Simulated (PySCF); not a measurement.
# One shape, several levels: BNH2Cl2 (SMILES NB(Cl)Cl)

We compute a comparison of 4 runs (BLYP/def2-SVP, BLYP/ma-def2-SVP, BLYP/def2-TZVP, BLYP/def2-TZVPD) of BNH2Cl2. Input form: a Python script.

Program for the calculation: PySCF 2.14.0.

4 further runs of the same task are left out: 4 set aside as unsound or not needed.

### 1 Starting point

BNH2Cl2: 6 atoms, total charge 0, spin state singlet. As SMILES, `NB(Cl)Cl`. Geometry: relaxed at PBE0-D4/def2-TZVP.

Bond lengths: N1–B2 1.384 Å, B2–Cl3 1.761 Å, B2–Cl4 1.761 Å, N1–H5 1.005 Å, N1–H6 1.005 Å. Angles: N1–B2–Cl3 120.3°, N1–B2–Cl4 120.3°, Cl3–B2–Cl4 119.5°, B2–N1–H5 122.3°, B2–N1–H6 122.3°, H5–N1–H6 115.3°.

### 2 The energy at BLYP/def2-SVP (run 1)

File mol.xyz:

```xyz
6

N      0.479500     0.537500     0.353200
B     -0.329000    -0.400500    -0.264400
Cl    -2.038200    -0.065500    -0.525000
Cl     0.342900    -1.939100    -0.796300
H      1.458300     0.378700     0.517300
H      0.128700     1.425000     0.668800
```

File input.py:

```python
from pyscf import gto, dft

molecule = gto.M(
    atom='mol.xyz',
    charge=0,
    verbose=4,
    spin=0,
    max_memory=1860,
    basis='def2-svp',
)

mf = dft.RKS(molecule)
mf.xc = 'blyp'
mf.grids.level = 4
mf.conv_tol = 1e-10
mf.kernel()
if not mf.converged:
    mf = mf.newton().run(mf.mo_coeff, mf.mo_occ)

e_tot = mf.e_tot
print(f'total energy: {e_tot:.8f} hartree')
```

On the command line:

```bash
$ OMP_NUM_THREADS=1 python input.py
```

What it wrote:

```text
PySCF version 2.14.0

[... 76 lines left out ...]
converged SCF energy = -1000.94750179009
total energy: -1000.94750179 hartree
```

Run time: 8.4 s. Hardware: 1 thread of Arm Neoverse V1, shared host; peak memory 0.37 GiB.

### 3 The energy at BLYP/ma-def2-SVP (run 2)

File input.xyz:

```xyz
6

N      0.479500     0.537500     0.353200
B     -0.329000    -0.400500    -0.264400
Cl    -2.038200    -0.065500    -0.525000
Cl     0.342900    -1.939100    -0.796300
H      1.458300     0.378700     0.517300
H      0.128700     1.425000     0.668800
```

File input.py:

```python
from pyscf import gto, dft

mol = gto.M(
    atom='input.xyz',
    basis='ma-def2-svp',
    verbose=3,
    spin=0,
    max_memory=1860,
)

mf = dft.RKS(mol)
mf.xc = 'blyp'
mf.conv_tol = 1e-10
mf.grids.level = 4
mf.kernel()
if not mf.converged:
    mf = mf.newton().run(mf.mo_coeff, mf.mo_occ)

e_final = mf.e_tot
print('E(%s) = %.9f' % ('BLYP', e_final))
```

On the command line:

```bash
$ OMP_NUM_THREADS=1 python input.py
```

What it wrote:

```text
converged SCF energy = -1000.95670585983
E(BLYP) = -1000.956705860
```

Run time: 9.6 s. Hardware: 1 thread of Arm Neoverse V1, shared host; peak memory 0.42 GiB.

Run 3 isn't shown in full; the table further down has it.

### 4 A single-point energy at BLYP/def2-TZVPD (run 4)

File calc.py:

```python
from pyscf import gto, dft

molecule = gto.M(
    atom='''
N        0.479500       0.537500       0.353200
B       -0.329000      -0.400500      -0.264400
Cl      -2.038200      -0.065500      -0.525000
Cl       0.342900      -1.939100      -0.796300
H        1.458300       0.378700       0.517300
H        0.128700       1.425000       0.668800
''',
    spin=0,
    max_memory=1860,
    verbose=3,
    basis='def2-tzvpd',
)

ks = dft.RKS(molecule, xc='blyp')
ks.grids.level = 4
ks.conv_tol = 1e-10
ks.kernel()
if not ks.converged:
    ks = ks.newton().run(ks.mo_coeff, ks.mo_occ)

e_tot = ks.e_tot
print('E(%s) = %.9f' % ('BLYP', e_tot))
```

On the command line:

```bash
$ OMP_NUM_THREADS=1 python calc.py
```

What it wrote:

```text
converged SCF energy = -1001.36706196525
E(BLYP) = -1001.367061965
```

It took 33 s on 1 thread of Arm Neoverse V1, shared host; peak memory 1.7 GiB.

### 5 All runs side by side

```csv
run,level,energy (Eh),dipole moment (D),HOMO energy (eV),LUMO energy (eV),wall time
1,BLYP/def2-SVP,-1000.947502,2.81,-6.63,-0.05,8.4 s
2,BLYP/ma-def2-SVP,-1000.956706,2.96,-7.15,-0.80,9.6 s
3,BLYP/def2-TZVP,-1001.364810,2.75,-7.01,-0.64,23 s
4,BLYP/def2-TZVPD,-1001.367062,2.72,-7.09,-0.86,33 s
```

Convergence of the HOMO energy of singlet BNH2Cl2 with the basis set, against the last point:

```csv
basis set,from the last (eV),wall time
def2-SVP,+0.4587,8.4 s
ma-def2-SVP,-0.0551,9.6 s
def2-TZVP,+0.0805,23 s
def2-TZVPD,+0.0000,33 s
```

Convergence of the total energy of singlet BNH2Cl2 with the basis set, against the last point:

```csv
basis set,from the last (mEh),wall time
def2-SVP,+419.560,8.4 s
ma-def2-SVP,+410.356,9.6 s
def2-TZVP,+2.252,23 s
def2-TZVPD,+0.000,33 s
```

### 6 Outcome

```
            quantity           value
 run 4: total energy  -1001.36706 Eh
run 4: dipole moment          2.72 D
  run 4: HOMO energy        -7.09 eV
  run 4: LUMO energy        -0.86 eV
run 4: HOMO–LUMO gap         6.24 eV
```

For the HOMO energy of singlet BNH2Cl2 to stay within 0.1 eV of the last point, ma-def2-SVP is the first point of the series from which all later ones do (9.6 s against 33 s). The dipole moment (its size) runs from 2.72 D (BLYP/def2-TZVPD) to 2.96 D (BLYP/ma-def2-SVP). The HOMO–LUMO gap runs from 6.24 eV (BLYP/def2-TZVPD) to 6.58 eV (BLYP/def2-SVP). All runs together took 74 s, the longest 33 s.
